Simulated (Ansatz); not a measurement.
**HfO2 (fluorite type): how the settings move a single-point run**

Question: which choices in the input matter for HfO2 (fluorite type)?

Program: Ansatz 0.2.0. Level of theory: reference: DFT, r2SCAN, PAW with Ansatz's default frozen-core files, scalar-relativistic. These are calculated values, not measurements.

## (1) The system as given

It takes space group Fm-3m (No. 225, cubic). The conventional cell has a = 4.534 Å, b = 4.534 Å, c = 4.534 Å, α = 90.00°, β = 90.00°, γ = 90.00°. Hf (site symmetry m-3m) has 8 O at 1.96 Å in its first shell of neighbours. O (site symmetry -43m) is surrounded by 4 Hf at 1.96 Å.

Structure file:

```
CELL_PARAMETERS angstrom
0.00000 2.26699 2.26699
2.26699 0.00000 2.26699
2.26699 2.26699 0.00000
ATOMIC_POSITIONS crystal
Hf 0.00000 0.00000 0.00000
O 0.25000 0.25000 0.25000
O 0.75000 0.75000 0.75000
```

## (2) Baseline

input.yaml reads:

```yaml
crystal:
  lattice:
    - [0.0, 2.2669901948, 2.2669901948]
    - [2.2669901948, 0.0, 2.2669901948]
    - [2.2669901948, 2.2669901948, 0.0]
  atoms:
    - { symbol: Hf, position: [0.0, 0.0, 0.0] }
    - { symbol: O, position: [0.25, 0.25, 0.25] }
    - { symbol: O, position: [0.75, 0.75, 0.75] }
kpoints:
  mp_grid: { grid: [11, 11, 11] }
scf:
  occupations: { method: fermi_dirac, width: 0.1 }
hamiltonian:
  xc: r2scan
  pseudopotentials: { kind: paw }
output:
  forces: true
  stress: true
  eigenvalues: true
  populations: true
```

On the command line:

```console
$ ansatz run input.yaml --threads 1 --pin off --max-ram 3072MiB --backend cpu --events-out ev --progress --plain --runs-dir out
```

## (3) Changed: ecutwfc 29.4 Ry

input.yaml, as its differences from that of step 2:

```diff
@@ -21 +21,7 @@
   populations: true
+  write_density: true
+  write_potential: true
+  elf: true
+  volumetric_format: npy
+basis:
+  ecutwfc: "29.4 Ry"
```

What does the calculation give? Wanted: for each run, ending; energy change; pressure; gap; force.

The runs gave:

```csv
run,ending,energy change,pressure (GPa),gap (eV),force (eV/Å),cycles,time
reference,converged,0,175.0,4.96,0.00,7,8.3 s
1: ecutwfc 29.4 Ry,converged,+8.0 meV/atom,175.2,4.96,0.00,7,8.6 s
```

Times don't compare one to one where runs were asked for different outputs or read a saved state (see the inputs); cycles may leave out searches for a lower state.

Residual by cycle in the longest SCF loop of each run; runs are numbered as in the table. The quantity is the density residual dr2, in eV.

```csv
cycle,reference,run 1
1,0.0276,0.0273
2,0.00408,0.00429
3,9.9e-4,9.4e-4
4,3.0e-4,1.9e-4
5,5.8e-6,1.5e-6
6,2.8e-7,2.3e-7
7,1.4e-9,6.5e-9
```

**Reading.** Changing the cutoff moves the energy by +8.0 meV/atom. The log warns that the cutoff is under what these potentials recommend, so the shift is basis error. Run 1 ran under the cutoff that the potentials recommend, as the log warns, so basis error is mixed into its values. The structure is not at rest: the sound run finds 175 GPa, so these are no properties of the relaxed crystal.  The gap of the reference lacks spin-orbit coupling, though the cell holds Hf.

The gaps are Kohn-Sham values of a semilocal functional, not quasiparticle or optical gaps. Such gaps usually fall short of the measured ones.
